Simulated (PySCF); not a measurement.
# BH7N2Si: electronic excitations and core binding energies

What electronic excitations and core binding energies should BH7N2Si (`BN[SiH2]N`) show?

Programs: PySCF 2.14.0, with density-fitted response routines of our own. Each step states its level of theory. These are calculated values for one molecule in the gas phase, unless marked as measured. Atoms count from 0, in the outputs and in this text.

### Step 1. Starting geometry

11 atoms, charge 0, multiplicity 1; geometry from: GFN2-xTB.

Bonds of the start (Å): B0–N1 1.39, N1–Si2 1.74, Si2–N3 1.73, B0–H4 1.17, B0–H5 1.17, N1–H6 1.01, Si2–H7 1.47, Si2–H8 1.47, N3–H9 1.01, N3–H10 1.01.

### Step 2. Ultraviolet spectrum: CAM-B3LYP/def2-SVPD

Job settings and geometry (Å):

```
{"job": {"kind": "uv", "xc": "CAM-B3LYP", "basis": "def2-SVPD", "nstates": 8, "ntriplets": 3}, "charge": 0, "multiplicity": 1}
B      2.097310     0.073324    -0.256490
N      0.783383     0.316647     0.126636
Si    -0.657106    -0.633600    -0.122006
N     -1.922729     0.510164     0.142222
H      2.944743     0.826885     0.047825
H      2.329532    -0.882124    -0.892507
H      0.620315     1.142483     0.685167
H     -0.828984    -1.645592     0.923988
H     -0.579722    -1.238833    -1.456391
H     -2.865302     0.161657     0.197506
H     -1.916015     1.371659    -0.381993
```

Level: TDDFT CAM-B3LYP/def2-SVPD, vertical, gas phase, core orbitals frozen in the response.

On the command line:

```console
$ OMP_NUM_THREADS=1 python probes_run.py task.json out
```

The driver reads the jobs from task.json and runs them one after another.

Standard output:

```text
coarse grid: 9176 points
cycle   1  E = -427.7800725223  dE =  2.132e-01  |g| = 4.866e-01  |ddm| = 4.369e+00
cycle   2  E = -427.7764835254  dE =  3.589e-03  |g| = 5.267e-01  |ddm| = 1.386e+00
cycle   3  E = -427.8350140643  dE = -5.853e-02  |g| = 4.478e-02  |ddm| = 6.202e-01
cycle   4  E = -427.8355161718  dE = -5.021e-04  |g| = 1.583e-02  |ddm| = 9.798e-02
cycle   5  E = -427.8355782754  dE = -6.210e-05  |g| = 5.154e-03  |ddm| = 3.656e-02
cycle   6  E = -427.8355836482  dE = -5.373e-06  |g| = 1.737e-03  |ddm| = 6.077e-03
final grid: 82728 points
cycle   7  E = -427.8883389677  dE = -1.353e-05  |g| = 3.699e-03  |ddm| = 3.962e-02
cycle   8  E = -427.8883379057  dE =  1.062e-06  |g| = 4.422e-03  |ddm| = 8.785e-03
cycle   9  E = -427.8883420088  dE = -4.103e-06  |g| = 1.031e-04  |ddm| = 5.430e-03
cycle  10  E = -427.8883420130  dE = -4.168e-09  |g| = 5.091e-05  |ddm| = 3.480e-04
cycle  11  E = -427.8883420138  dE = -7.797e-10  |g| = 9.224e-06  |ddm| = 1.048e-04
converged SCF energy = -427.8883420138

Static polarisability (au): isotropic 56.745, principal 47.855 54.667 67.715

Singlet excitations
state   eV       nm        f      main configurations
  1   6.6589    186.2   0.02581   H->L 0.56, H->L+1 0.34
  2   6.9536    178.3   0.00021   H-2->L 0.52, H-2->L+1 0.43
  3   7.3923    167.7   0.00455   H->L+2 0.62, H->L+3 0.13
  4   7.5185    164.9   0.12067   H->L+1 0.34, H->L 0.28, H-1->L 0.20
  5   7.8290    158.4   0.14461   H-1->L 0.60, H->L+1 0.16
  6   7.8831    157.3   0.00785   H-1->L+2 0.71
  7   7.9902    155.2   0.05206   H-1->L+1 0.68
  8   8.2769    149.8   0.04026   H->L+4 0.46, H->L+3 0.31, H->L+7 0.11

Triplet excitations (Tamm-Dancoff, eV): 6.1091 6.2829 6.3122
```

It took 27 s on 1 thread of Arm Neoverse N1, shared host; peak memory 0.57 GiB.

The orbitals next to the gap, with their largest atomic shares:

```tsv
orbital	eV	atoms
HOMO−3	-11.90	Si2 29 %, H7 20 %, N1 19 %
HOMO−2	-10.30	B0 37 %, H4 21 %, H5 19 %
HOMO−1	-9.88	N1 48 %, Si2 12 %, B0 12 %
HOMO	-9.15	N3 56 %, Si2 15 %, H8 10 %
LUMO	0.96	B0 26 %, Si2 20 %, N1 10 %
LUMO+1	1.15	B0 26 %, Si2 20 %, N1 11 %
LUMO+2	1.29	B0 46 %, Si2 14 %, H6 9 %
```

With each of the 8 states as a Gaussian band of 0.4 eV half-width at 1/e, the curve within the window shown has maxima at 160 nm (ε 11,000) L/(mol cm). Beyond the last state computed it falls off for lack of states. The curve at chosen wavelengths:

(nm, ε (L/mol/cm)): (145, 1372), (147, 2399), (150, 4612), (152, 6422), (155, 9120), (157, 10476), (159, 11192), (162, 10895), (164, 9901), (167, 7686), (169, 6054), (171, 4532), (174, 2750), (176, 1973), (179, 1357), (181, 1201), (183, 1150), (186, 1118), (188, 1067), (191, 916), (193, 778), (195, 629), (198, 419), (200, 302), (203, 171), (205, 112)

Leading natural transition orbitals of singlet state 5: the hole lies on N1, N3 about 34 % each; B0 8 %; the particle on B0 27 %; H4, H5, H9 about 11 % each; H7 9 %.

Leading natural transition orbitals of singlet state 1: the hole lies on N3 62 %; H8 12 %; H9, H10 about 8 % each; the particle on H9 32 %; H10 24 %; H7, H8 about 11 % each.

Further results of this job:

```tsv
property	computed
dipole moment (D)	2.29
polarisability (Å³)	8.41
HOMO–LUMO gap (eV)	10.11
−ε(HOMO) (eV)	9.15
```

The fields below are evaluated on a grid from the run's orbitals.

Frontier orbitals at CAM-B3LYP/def2-SVPD, with the share of their density that lies nearest to each atom:

```tsv
orbital	energy (eV)	lies on
HOMO	-9.15	N3 55 %; H8 16 %; H7, H9, H10 about 7 % each
LUMO	0.96	B0 21 %; H9 17 %; H4, H10 about 11 % each
```

ELF in a plane through or near 6 of the atoms.

Ten even steps from '0' (0.00) to '9' (1.00):
```
0000000000000000000000000000
0000000000000000000000000000
0000000000000000000000000000
0000000000000000000000000000
0000003652000223100000000000
0000049998100456410000000000
0000179999300465420000000000
0000179999401102011100000000
0000038998324226625346510000
0000024421567824187789840000
0001589464854871683599950000
0004999953755741564388730000
0005999973378630378753200000
0003999951168730157631000000
0000699810037510023310000000
0000024200001000000000000000
0000000000000000000000000000
0000000000000000000000000000
0000000000000000000000000000
0000000000000000000000000000
```
The map spans 11.1 Å across and 8.3 Å up, centred on the molecule. Atoms in the plane (x, y in Å): B0 (-2.1, -0.1), N1 (-0.8, -0.4), Si2 (0.7, 0.6), N3 (1.9, -0.5), H4 (-2.9, -0.9), H9 (2.9, -0.2).

On the surface of density 0.002 e/bohr³ the electrostatic potential runs, from the 1st to the 99th percentile, from -0.97 V near N3 to 1.69 V near H9.

### Step 3. Core-electron binding energies: SCAN, X2C

Settings changed since step 2:

```diff
@@ -1,2 +1,2 @@
-{"job": {"kind": "uv", "xc": "CAM-B3LYP", "basis": "def2-SVPD", "nstates": 8, "ntriplets": 3}, "charge": 0, "multiplicity": 1}
+{"job": {"kind": "xps"}, "charge": 0, "multiplicity": 1}
 B      2.097310     0.073324    -0.256490
```

Method: delta-SCF UKS SCAN, pcX-2 on the ionised atom, pcseg-1 elsewhere, spin-free X2C.

Standard output:

```text
ground state, core basis on atom 0 (B), 126 functions
  cycle   1  E = -428.56043402  |g| = 6.04e-01
  cycle   2  E = -428.44851795  |g| = 9.06e-01
  cycle   3  E = -428.64084027  |g| = 1.06e-01
  cycle   4  E = -428.64397359  |g| = 3.38e-02
  cycle   5  E = -428.64423082  |g| = 1.26e-02
  cycle   6  E = -428.64426221  |g| = 5.13e-03
  cycle   7  E = -428.64427212  |g| = 7.87e-04
  cycle   8  E = -428.64427120  |g| = 2.11e-04
  E(ground) = -428.68479746 Eh
hole in B 1s of atom 0
  cycle   1  E = -421.05952120  |g| = 1.16e+00
  cycle   2  E = -419.04878735  |g| = 1.86e+00
  cycle   3  E = -421.14802852  |g| = 7.88e-01
  cycle   4  E = -421.42311839  |g| = 2.45e-01
  cycle   5  E = -421.43904961  |g| = 2.24e-01
  cycle   6  E = -421.46180537  |g| = 7.60e-02
  cycle   7  E = -421.46460201  |g| = 1.80e-02
  cycle   8  E = -421.46491255  |g| = 9.54e-03
  cycle   9  E = -421.46508588  |g| = 6.97e-03
  cycle  10  E = -421.46523242  |g| = 5.55e-03
  cycle  11  E = -421.46536389  |g| = 3.24e-03
  cycle  12  E = -421.46539048  |g| = 1.52e-03
  cycle  13  E = -421.46539952  |g| = 5.93e-04
  cycle  14  E = -421.46540094  |g| = 2.24e-04
  E(ion) = -421.50557965 Eh   <S^2> = 0.8827   hole on atom = 1.000   binding energy = 195.356 eV
ground state, core basis on atom 1 (N), 126 functions
  cycle   1  E = -428.66479294  |g| = 7.18e-02
  cycle   2  E = -428.66480676  |g| = 7.30e-03
  cycle   3  E = -428.66480745  |g| = 7.54e-03
  cycle   4  E = -428.66481962  |g| = 2.26e-03
  cycle   5  E = -428.66482222  |g| = 2.72e-04
  E(ground) = -428.70282642 Eh
hole in N 1s of atom 1
  cycle   1  E = -413.08816012  |g| = 1.86e+00
  cycle   2  E = -412.44248050  |g| = 2.07e+00
  cycle   3  E = -413.73808431  |g| = 4.00e-01
  cycle   4  E = -413.77464002  |g| = 2.13e-01
  cycle   5  E = -413.79432395  |g| = 6.00e-02
  cycle   6  E = -413.79590552  |g| = 8.13e-03
  cycle   7  E = -413.79593736  |g| = 2.95e-03
  cycle   8  E = -413.79594290  |g| = 8.84e-04
  cycle   9  E = -413.79594437  |g| = 2.47e-04
  E(ion) = -413.83171059 Eh   <S^2> = 0.7651   hole on atom = 1.000   binding energy = 404.664 eV
ground state, core basis on atom 2 (Si), 137 functions
  cycle   1  E = -428.75323656  |g| = 2.89e-01
  cycle   2  E = -428.75332758  |g| = 4.66e-02
  cycle   3  E = -428.75335621  |g| = 3.50e-02
  cycle   4  E = -428.75353022  |g| = 8.16e-03
  cycle   5  E = -428.75354602  |g| = 1.55e-03
  cycle   6  E = -428.75354667  |g| = 2.30e-04
  E(ground) = -428.75179278 Eh
hole in Si 1s of atom 2
  cycle   1  E = -359.81640473  |g| = 4.35e+00
  cycle   2  E = -359.91280739  |g| = 2.14e+00
  cycle   3  E = -360.52831685  |g| = 7.70e-01
  cycle   4  E = -360.82313129  |g| = 2.90e-01
  cycle   5  E = -360.85612390  |g| = 1.28e-01
  cycle   6  E = -360.86365585  |g| = 3.08e-02
  cycle   7  E = -360.86400916  |g| = 1.27e-02
  cycle   8  E = -360.86407431  |g| = 6.34e-03
  cycle   9  E = -360.86409145  |g| = 1.23e-03
  cycle  10  E = -360.86409220  |g| = 1.53e-04
  E(ion) = -360.86978413 Eh   <S^2> = 0.7520   hole on atom = 1.000   binding energy = 1847.164 eV
hole in Si 2p of atom 2
  cycle   1  E = -424.47869793  |g| = 1.24e+00
  cycle   2  E = -424.37338947  |g| = 1.09e+00
  cycle   3  E = -424.75146832  |g| = 2.85e-01
  cycle   4  E = -424.79003635  |g| = 1.09e-01
  cycle   5  E = -424.79447952  |g| = 4.55e-02
  cycle   6  E = -424.79550146  |g| = 7.80e-03
  cycle   7  E = -424.79552703  |g| = 4.10e-03
  cycle   8  E = -424.79553388  |g| = 1.76e-03
  cycle   9  E = -424.79553480  |g| = 1.95e-04
  E(ion) = -424.80443278 Eh   <S^2> = 0.7519   hole on atom = 1.003   binding energy = 107.413 eV
  2p3/2 = 107.232 eV   2p1/2 = 107.858 eV
ground state, core basis on atom 3 (N), 126 functions
  cycle   1  E = -428.66498871  |g| = 7.73e-02
  cycle   2  E = -428.66494607  |g| = 3.25e-02
  cycle   3  E = -428.66494734  |g| = 3.33e-02
  cycle   4  E = -428.66517861  |g| = 4.82e-03
  cycle   5  E = -428.66518477  |g| = 4.82e-04
  E(ground) = -428.70309384 Eh
hole in N 1s of atom 3
  cycle   1  E = -413.09209222  |g| = 1.86e+00
  cycle   2  E = -411.97856577  |g| = 2.13e+00
  cycle   3  E = -413.66896219  |g| = 4.83e-01
  cycle   4  E = -413.77149456  |g| = 1.57e-01
  cycle   5  E = -413.78508764  |g| = 5.39e-02
  cycle   6  E = -413.78634843  |g| = 1.98e-02
  cycle   7  E = -413.78650637  |g| = 9.21e-03
  cycle   8  E = -413.78655206  |g| = 1.91e-03
  cycle   9  E = -413.78655563  |g| = 7.68e-04
  cycle  10  E = -413.78655488  |g| = 1.70e-04
  E(ion) = -413.82390037 Eh   <S^2> = 0.7643   hole on atom = 1.000   binding energy = 404.883 eV
```

Run time: 54 s. Hardware: 1 thread of Arm Neoverse N1, shared host; peak memory 0.44 GiB.

The holes in one table. −ε is the ground-state orbital energy:

```tsv
hole	stands for	environment	ΔSCF (eV; 2p as the shell's mean)	−ε (eV)	⟨S²⟩
B1s on B0	B0	boron bonded to N, 2 H	195.36 (doubtful)	179.5	0.883
N1s on N1	N1	nitrogen bonded to B, Si, H	404.66	385.7	0.765
Si1s on Si2	Si2	silicon bonded to 2 N, 2 H	1847.16	1793.7	0.752
Si2p on Si2	Si2	silicon bonded to 2 N, 2 H	107.44	96.4	0.752
N1s on N3	N3	nitrogen bonded to Si, 2 H	404.88	385.6	0.764
```

Doubtful: the ion did not converge, its hole moved, or its ⟨S²⟩ is well above 0.75.

With the spin-orbit splitting: Si2 2p3/2 107.23, 2p1/2 107.86 eV. The table gives each 2p level as the mean over the whole 2p shell (two parts 2p3/2, one part 2p1/2), which differs a little from the single hole in the log.

### Step 4. Results

| quantity | value |
| --- | --- |
| lowest singlet (CAM-B3LYP/def2-SVPD) | 6.66 eV (186 nm), f = 0.026 |
| brightest single state of those computed | state 5, 7.83 eV, f = 0.145 |
| lowest triplet | 6.11 eV |
| surface potential, 1st and 99th percentile | -0.97 V and 1.69 V |
| N1s binding energies, SCAN/pcX-2 | N3 404.88, N1 404.66 eV |
| Si1s binding energies, SCAN/pcX-2 | Si2 1847.16 eV |
| Si2p binding energies, SCAN/pcX-2 | Si2 107.44 eV |

What this shows: The lowest singlet, at 6.66 eV, is HOMO→LUMO 0.56, HOMO→LUMO+1 0.34 and is weak; of the 8 states computed, the strongest absorption comes from state 5 at 7.83 eV. The lowest triplet lies 0.55 eV below the lowest singlet (triplets in Tamm-Dancoff, singlets in full TDDFT). The N1s levels kept as sound span 0.22 eV, from N1 (nitrogen bonded to B, Si, H) up to N3 (nitrogen bonded to Si, 2 H).
